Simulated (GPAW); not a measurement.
# Al3Pd in GPAW: the effect of target pressure

Crystal: Al3Pd.

```xyz
4
Lattice="3.9469 0.0000 0.0000 0.0000 3.9469 0.0000 0.0000 0.0000 3.9469" Properties=species:S:1:pos:R:3 pbc="T T T"
Pd    0.0000    0.0000    0.0000
Al    1.9735    1.9735    0.0000
Al    1.9735    0.0000    1.9735
Al    0.0000    1.9735    1.9735
```

The cell comes from a database or a generator and needn't be the stable form of this composition.

Alike in all runs:

```yaml
Program: GPAW 26.7.0
Task: relaxation of cell and atoms
Functional: PBEsol
Potentials_or_basis: PAW data sets generated in the run's folder for this functional
Cutoff: 600 eV
Basis: pw
k_mesh: 7 × 7 × 7
Occupations: fermi-dirac, width 0.05 eV
Spin: no spin polarisation
```

Each run relaxes the cell or the atoms first.

```csv
target pressure,target pressure,relaxed volume (Å³/atom)
0 GPa,-,?
2 GPa,2 GPa,14.91
5 GPa,5 GPa,14.59
10 GPa,10 GPa,14.12
20 GPa,20 GPa,13.34
30 GPa,30 GPa,12.73
```

Task: What does the run with target pressure 0 GPa give?

Result: Relaxed volume 15.17 Å³/atom.

Worked out: In Murnaghan's law V^(-B') rises as a straight line in P. The other rows fit best with B' = 3.5, V0 = 15.14 Å³/atom and B0 = 125 GPa, which gives 15.14 Å³/atom at 0 GPa, against the run's 15.17.

Caveats: later steps reuse the first step's grids; the volume moved by over 15 % at a fixed basis, so the end points are rough (some runs).
